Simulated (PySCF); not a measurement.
# C2HF5O3S: the cost of one run

The runs use PySCF 2.14.0, with density-fitted response routines of our own; the level of theory stands in each step. All values are computed, except where a source is named. Atoms count from 0, in the outputs and in this text.

## (1) Starting geometry

12 atoms, charge 0, multiplicity 1; geometry from: GFN2-xTB. The atoms were then displaced at random by about 0.01 Å, so the start is not that level's minimum.

Bonds of the start (Å): O0–S1 1.43, S1–O2 1.41, S1–O3 1.61, S1–C4 1.88, C4–F5 1.34, C4–F6 1.35, C4–C7 1.51, C7–F8 1.30, C7–F9 1.35, C7–F10 1.35, O3–H11 0.96.

## (2) Optimising the geometry at PBE0-D3(BJ)/def2-SVP

What the job is given:

```
{"job": {"xc": "PBE0", "basis": "def2-SVP", "d3": "d3bj", "grid": 1, "shake": 0.01, "kind": "geom"}, "charge": 0, "multiplicity": 1}
O      1.114370    -1.008450     1.686350
S      1.126920    -0.562400     0.329030
O      1.107750    -1.472320    -0.751960
O      2.335150     0.484800     0.142750
C     -0.320110     0.600430     0.053770
F     -0.053290     1.409550    -0.978930
F     -0.405970     1.376630     1.158720
C     -1.571970    -0.211030    -0.178760
F     -1.658970    -0.601810    -1.419430
F     -2.709650     0.441290     0.122270
F     -1.565090    -1.308810     0.603140
H      2.640550     0.823840     0.988740
```

Run with:

```
$ OMP_NUM_THREADS=1 python probes_run.py task.json out
```

One launch serves the whole session: the jobs run in the order shown.

**Question.** How long does this first job take on 1 thread of Arm Neoverse N1, shared host, and how much memory does it need?

About 3.2 min, with a peak of 0.67 GiB.
